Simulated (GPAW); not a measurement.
**MgGe2: single point with PBE**

MgGe2:

```xyz
6
Lattice="5.5215 -1.8498 0.0000 5.5215 1.8498 0.0000 -3.2176 0.0000 6.0078" Properties=species:S:1:pos:R:3 pbc="T T T"
Ge    4.8996    0.0000    1.7640
Ge    2.9258    0.0000    4.2438
Ge    6.5513    0.0000    5.9203
Ge    1.2740    0.0000    0.0875
Mg    7.8794    0.0000    2.0982
Mg   -0.0541    0.0000    3.9095
```

The cell comes from a database or a generator and needn't be the stable form of this composition.

* Program: GPAW 26.7.0
* Task: single point
* Functional: PBE
* Potentials or basis: GPAW PAW data sets (gpaw-data 1.2.1)
* Cutoff: 600 eV
* Basis: pw
* k mesh: 6 × 6 × 3
* Occupations: fermi-dirac, width 0.05 eV
* Spin: no spin polarisation
* Maxiter: 120
* Convergence: default

```
Pressure               : -0.5 GPa
Largest force          : 0.071 eV/Å
Band gap on the k mesh : none (metal or under the smearing width)
```

Forces in eV/Å, atoms in the order of the input:
```
Ge  -0.020  0.000  0.045
Ge   0.020  0.000 -0.045
Ge  -0.017  0.000  0.069
Ge   0.017  0.000 -0.069
Mg  -0.021  0.000  0.038
Mg   0.021  0.000 -0.038
```

Stress tensor (GPa, compression positive):
```
-0.02  0.00 -0.47
 0.00 -1.36  0.00
-0.47  0.00 -0.19
```

Levels at points of the mesh, in eV from the Fermi level:
| k point | band 14 | band 15 | band 16 | band 17 | band 18 | band 19 | band 20 | band 21 | band 22 | band 23 |
| --- | --- | --- | --- | --- | --- | --- | --- | --- | --- | --- |
| (0.00, 0.00, 0.00) | -3.54 | -3.11 | -0.73 | 0.14 | 1.06 | 1.09 | 2.37 | 2.53 | 2.64 | 3.43 |
| (0.50, 0.00, 0.00) | -4.06 | -3.77 | -3.12 | -1.35 | -1.28 | -0.59 | 0.45 | 1.70 | 2.48 | 3.30 |
| (0.50, 0.50, 0.00) | -2.15 | -1.26 | -1.13 | 0.35 | 0.42 | 1.09 | 1.70 | 2.74 | 3.10 | 3.41 |

Run time: 100 s on 1 thread of Arm Neoverse V2, with other jobs on the host, peak memory 0.3 GiB.

Caveat: the cutoff is short for stress and forces, so pressures can be off by a GPa or more; the program warned that so skewed a cell can give wrong results.
